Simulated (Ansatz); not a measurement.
What does this script print? It uses the Python package of Ansatz (0.2.0).

`xc.py`
```python
"""One structure of Ti3Nb under several functionals."""

import ansatz as az


def main() -> None:
    crystal = (
        az.Lattice.cubic(4.133433)
        .space_group(221)
        .atom("Ti", (0.0, 0.5, 0.5))
        .atom("Nb", (0.0, 0.0, 0.0))
    )

    job = (
        crystal.calculation()
        .pseudopotentials("paw")
        .occupations("gaussian", width=0.1)
        .kpoints(6, 6, 6)
        .forces()
        .stress()
    )

    rows = []
    for value in ["pbesol", "lda", "blyp"]:
        data = job.functional(value).run(threads=1).report
        rows.append((value, data["free_energy_ev"] / len(data["lattice"]["sites"]), data["n_iterations"], sum(data["stress_gpa"][i][i] for i in range(3)) / 3, max(abs(f) for row in data["forces_ev_ang"] for f in row), data["n_kpoints"]))

    print("  functional   F/atom (eV)    iterations       P (GPa)  max component (eV/A)      k-points")
    for row in rows:
        print(f"{str(row[0]):>12s}  {row[1]:12.5f}  {row[2]:12d}  {row[3]:12.3f}  {row[4]:20.4f}  {row[5]:12d}")


if __name__ == "__main__":
    main()
```

Output of `python xc.py`:
```text
DeckWarning: basis.ecutwfc = 420 eV, auto-derived from the records' recommended cutoffs: set by Ti (normal level)
  functional   F/atom (eV)    iterations       P (GPa)  max component (eV/A)      k-points
      pbesol   -2979.19320             6        -5.140                0.0000            20
         lda   -2948.25589             6        -9.272                0.0000            20
        blyp   -3020.62476             7         2.882                0.0000            20
```
(Warnings from the package without file and line.)

From lowest to highest: LDA (-9.3 GPa), PBEsol (-5.1 GPa) and BLYP (2.9 GPa). At a fixed cell a lower pressure usually means a smaller equilibrium volume, so LDA prefers the smallest cell and BLYP the largest.

What to keep in mind:
- BLYP can be off by several per cent in the lattices of metals, and by several GPa in the pressure at a fixed cell.
- For a metal this k-point mesh is coarse: on a finer one energies can move by several to tens of meV an atom and pressures by half a GPa or more, differences at one mesh by less.
- Forces vanish by symmetry here and test nothing.
- Pressure is positive in compression.
- This cell is a computed structure, which may not be the phase found in nature.
- Total energies of different functionals can't be compared; pressures, moments and gaps at this one structure can.
- Timing: 10 s on 1 thread of Arm Neoverse V1 (shared host), peak memory 0.4 GiB.
